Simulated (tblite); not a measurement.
# C6H8FNSi: the cost of one run

Programs: tblite 0.8.0 and PySCF 2.14.0, with density-fitted response routines of our own. Each step states its level of theory. These are calculated values for one molecule in the gas phase, unless marked as measured. Atoms count from 0, in the outputs and in this text.

**1. The starting structure**

17 atoms, charge 0, multiplicity 1; geometry from: force field or distance geometry start.

Bonds of the start (Å): C0–C1 1.49, C1–C2 1.20, C2–Si3 1.83, Si3–F4 1.70, Si3–C5 1.85, C5–C6 1.51, C5–C7 1.46, C7–N8 1.15, C0–H9 1.12, C0–H10 1.09, C0–H11 1.10, Si3–H12 1.46, C5–H13 1.12, C6–H14 1.10, C6–H15 1.12, C6–H16 1.11.

**2. Geometry optimisation with GFN2-xTB**

What the job is given:

```
{"job": {"kind": "relax", "xc": "GFN2-xTB", "basis": "xTB"}, "charge": 0, "multiplicity": 1}
C      3.468400    -0.182300     0.708200
C      2.180700    -0.136300    -0.043600
C      1.149700    -0.117600    -0.660200
Si    -0.402700    -0.081300    -1.633600
F     -0.725600    -1.656500    -2.194700
C     -1.748800     0.552500    -0.533000
C     -2.430900    -0.613600     0.139400
C     -1.283600     1.462000     0.513800
N     -0.905700     2.175900     1.329200
H      4.297300     0.194500     0.062400
H      3.716500    -1.213700     0.960000
H      3.364300     0.451600     1.596100
H     -0.232100     0.796900    -2.788600
H     -2.500000     1.039700    -1.198200
H     -1.787000    -1.151400     0.857600
H     -3.311300    -0.233600     0.725500
H     -2.856100    -1.274700    -0.641900
```

The run is started by

```bash
$ OMP_NUM_THREADS=1 python probes_run.py task.json out
```

The driver reads the jobs from task.json and runs them one after another.

Q: Estimate the wall time and peak memory of this first job on 1 thread of Arm Neoverse N1, shared host.

About 1.8 s, with a peak of 0.18 GiB.
